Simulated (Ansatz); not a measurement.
The system is BaMn2Bi2.

```xyz
5
Lattice="-2.2463 2.2463 7.2782 2.2463 -2.2463 7.2782 2.2463 2.2463 -7.2782" Properties=species:S:1:pos:R:3 pbc="T T T"
Bi    0.0000    0.0000    9.2173
Bi    0.0000    0.0000    5.3391
Ba    0.0000    0.0000    0.0000
Mn    0.0000    2.2463    3.6391
Mn    2.2463    0.0000    3.6391
```

The cell is a database's computed one.

Base run:

```yaml
Program: Ansatz 0.2.0
Functional: PBEsol
Potentials_or_basis: Ansatz PAW
Cutoff: "420 eV (not typed: the program's choice for these potentials)"
k_mesh: 8 × 8 × 8
Occupations: fermi-dirac, width 0.05 eV
Spin: no spin polarisation
```

Its results: band gap on the k mesh none (metal or under the smearing width); pressure -10.5 GPa; largest force 1.613 eV/Å.

Question: The run is repeated on the same cell with these changes: k mesh from 8 × 8 × 8 to 6 × 6 × 6; spin from no spin polarisation to non-collinear spin, random start. What comes out?

Answer: Band gap on the k mesh 0.15 eV, indirect (least direct gap 0.38 eV); pressure -2.8 GPa; net moment 0.00 μB per cell; largest force 0.213 eV/Å.

Several settings changed at once, so the effect can't be laid on one alone.

Caveats: the PAW data sets come from PBE, with cores solved anew for the run's functional, which leaves a small shift of forces and pressure; spin-orbit coupling is left out, which moves the levels of the heavy elements (some runs); forces of over 1 eV/Å show positions far from the minimum, so gaps and moduli don't describe the material at rest (some runs); spin-orbit coupling is left out, which as a rule narrows the gap of such compounds by several tenths of an eV (some runs); the starting moments weren't kept (some runs).

A k mesh can miss the band edges.
